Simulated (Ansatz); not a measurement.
**Ge2HF (singlet): wave-function methods side by side at a displaced geometry (v1), cc-pVDZ**

An exercise on one series of results from a longer session: the logs are not shown, and one member is left open.

Computed with Ansatz 0.2.0, Gaussian basis. Level: cc-pVDZ, core rule «outside noble gas», up to 29 orbitals frozen.

The runs, in order: UHF; CCSD(T) on RHF; CCSD(T) on UHF; BCCD(T) on RHF; CISD; CCSDT(Q) on RHF; CASSCF and MRCISD+Q, 8 electrons in 8 orbitals; CASSCF and NEVPT2, 8 electrons in 8 orbitals.

12 further runs of the same task are left out: 5 that didn't finish, 7 set aside as unsound or not needed. Runs told in other sessions of the task aren't counted.

## The system

The geometry is a PBE0/def2-TZVP stationary point (not a proven minimum) with its atoms shifted at random (size 0.040 Å). No spin-orbit coupling is included. The filled d shell of Ge may be among the frozen orbitals whatever the setting's name suggests.

4 atoms, charge 0, spin multiplicity 1.

Atoms are counted from 1 here; the program's logs count them from 0.

Bond lengths: F1–Ge2 1.755 Å, Ge2–Ge3 2.707 Å, Ge3–H4 1.539 Å. Angles: F1–Ge2–Ge3 96.1°, Ge2–Ge3–H4 89.3°.

The first run:

The input, in.yaml:

```yaml
crystal:
  periodic: [false, false, false]
  atoms:
    - {symbol: F, position_ang: [-0.020008, -1.282350, 1.628536]}
    - {symbol: Ge, position_ang: [-0.020841, 0.401048, 1.130810]}
    - {symbol: Ge, position_ang: [0.027123, -0.085469, -1.531869]}
    - {symbol: H, position_ang: [-0.075654, 1.427581, -1.792408]}
basis:
  gaussian: {orbitals: cc-pVDZ}
magnetization: {spin_polarized: true, initial_magnetization: 0}
hamiltonian: {xc: hf}
output: {orbitals: {seedname: orbitals}}
```

Run with:

```bash
$ ansatz run in.yaml --threads 1 --pin off --events-out ev --progress --plain --max-ram 2393MiB
```

Among the steps run: UHF; CCSD(T) on RHF; CCSD(T) on UHF; BCCD(T) on RHF; CISD; CCSDT(Q) on RHF; CASSCF and MRCISD+Q, 8 electrons in 8 orbitals; CASSCF and NEVPT2, 8 electrons in 8 orbitals.

One of the session's tables, all rows but one given; the rest of the session is left out.

```
           method  from RCCSDT(Q) (meV)
              RHF              +10267.5
              UHF               +9820.0
             RMP2               +1258.8
             UMP2               +1208.8
            RCCSD                     ?
            UCCSD                +250.9
         RCCSD(T)                 +65.1
         UCCSD(T)                  +5.5
          BCCD(T)                 +58.5
           RCCSDT                 +29.1
        RCCSDT(Q)                     0
  CASSCF frontier               +8469.9
  NEVPT2 frontier               +1067.2
  MRCISD frontier                +938.5
MRCISD+Q frontier                +206.9
```

Estimate the missing values for RCCSD.

As computed: from RCCSDT(Q) (meV): +311.4. In the column «from RCCSDT(Q) (meV)» it lies between UCCSD (+250.9) and MRCISD frontier (+938.5).

Not comparable, so not listed: CISD (they don't share determinant, frozen orbitals or solution with the rows shown, or repeat one).

To keep in mind: The determinant of HF (⟨S²⟩ 1.02) is far from a pure spin state, so its energy mixes those of several spin states; that is harmless only where they are near-degenerate. The determinant of CCSD(T) (⟨S²⟩ 1.02) is far from a pure spin state, so its energy mixes those of several spin states; high orders of coupled cluster remove much of that, low ones don't. Warnings: restricted reference is unstable; spin contamination. Restricted and unrestricted rows rest on different reference determinants; a gap between their highest levels can come from leftover correlation error, from unlike frozen cores or from another state.
